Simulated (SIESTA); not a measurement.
# NbCd3 under changes of volume

One of the cells (19.096 Å³/atom); the others are scaled copies at fixed shape and fractional positions:

```
CELL_PARAMETERS angstrom
4.24291 0.00000 0.00000
0.00000 4.24291 0.00000
0.00000 0.00000 4.24291
ATOMIC_POSITIONS crystal
Cd 0.50000 0.50000 0.00000
Cd 0.50000 0.00000 0.50000
Cd 0.00000 0.50000 0.50000
Nb 0.00000 0.00000 0.00000
```

| Property | Result |
| --- | --- |
| Program | SIESTA 5.4.2 |
| Functional | PBE |
| Potentials or basis | PseudoDojo 0.4 standard (PBE files) |
| Basis | DZP (energy shift 0.003 Ry; two zetas on semicore shells) |
| Grid cutoff | 800 Ry |
| Energy shift | 0.003 Ry |
| k mesh | 6 × 6 × 6 |
| Occupations | fermi-dirac, width 0.05 eV |
| Spin | no spin polarisation |

```tsv
volume (Å³/atom)	energy over the lowest point (meV/atom)	pressure (GPa)
17.598	95.55	15.7
17.972	63.03	12.3
18.347	?	?
19.096	8.40	3.8
19.470	1.94	1.8
19.844	0.00	-0.1
```

**Question.** What does the run at 18.347 Å³/atom give?

**Answer.** Energy over the lowest point 38.02 meV/atom; pressure 9.2 GPa.

Worked out: A Birch-Murnaghan fit of order 3 (a polynomial in V^(-2/3)) to the other rows has its minimum at 19.82 Å³/atom with B0 = V·E''(V) = 94 GPa and B' = 5.8. It gives 38.21 meV/atom at 18.347 Å³/atom, against the run's 38.02, and -dE/dV = 9.1 GPa, against 9.2.

Energies are extrapolated to zero smearing.

Caveats: the basis of atomic orbitals isn't converged, which shifts pressures, moduli and gaps.
